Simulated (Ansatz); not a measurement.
# Al2Ru: the cost of one run

Computed with Ansatz 0.2.0 (DFT LDA, scalar-relativistic, plane waves, PAW, unless a step's input says otherwise).

**1. Starting point**

Symmetry: I4/mmm, No. 139, tetragonal system. Conventional cell: a = 3.121 Å, b = 3.121 Å, c = 8.444 Å, α = 90.00°, β = 90.00°, γ = 90.00°. Al (site symmetry 4mm) has 5 Ru at 2.58 to 2.88 Å and 5 Al at 2.69 Å as nearest neighbours. Ru (site symmetry 4/mmm) has 10 Al at 2.58 to 2.88 Å as nearest neighbours.

As a file:

```cif
data_structure
_symmetry_space_group_name_H-M 'I4/mmm'
_symmetry_Int_Tables_number 139
_cell_length_a 3.1208
_cell_length_b 3.1208
_cell_length_c 8.4436
_cell_angle_alpha 90.000
_cell_angle_beta 90.000
_cell_angle_gamma 90.000
_cell_volume 82.24
loop_
_atom_site_label
_atom_site_type_symbol
_atom_site_symmetry_multiplicity
_atom_site_Wyckoff_symbol
_atom_site_fract_x
_atom_site_fract_y
_atom_site_fract_z
_atom_site_occupancy
Al1 Al 4 e 0.50000 0.50000 0.15920 1
Ru1 Ru 2 a 0.00000 0.00000 0.00000 1
```

Source of the structure: the Materials Project (structure only).

(A quick probe on a coarse mesh, which set the mesh and smearing, is not shown.)

**3. Relaxing cell and atoms**

File input.yaml:

```yaml
crystal:
  lattice:
    - [-1.56042162, 1.56042162, 4.22180559]
    - [1.56042162, -1.56042162, 4.22180559]
    - [1.56042162, 1.56042162, -4.22180559]
  atoms:
    - { symbol: Al, position: [0.65920219, 0.65920219, 0.0] }
    - { symbol: Al, position: [0.34079781, 0.34079781, 0.0] }
    - { symbol: Ru, position: [0.0, 0.0, 0.0] }
basis:
  ecutwfc: 420
kpoints:
  mp_grid: { grid: [18, 18, 18] }
hamiltonian:
  xc: lda
scf:
  occupations: { method: gaussian, width: 0.1 }
output:
  forces: true
  stress: true
  eigenvalues: true
relax:
  adjacent_minimum: "off"
  f_tol: 0.005
  max_steps: 80
  cell: { stress_tol: 0.05 }
```

Started as:

```console
> ansatz run input.yaml --threads 1 --pin off --max-ram 3072MiB --backend cpu --events-out ev --progress --plain --runs-dir out
```

What time and memory should one allow on 1 thread of AMD EPYC, shared host?

About 3.3 min, with a peak of 0.61 GiB.
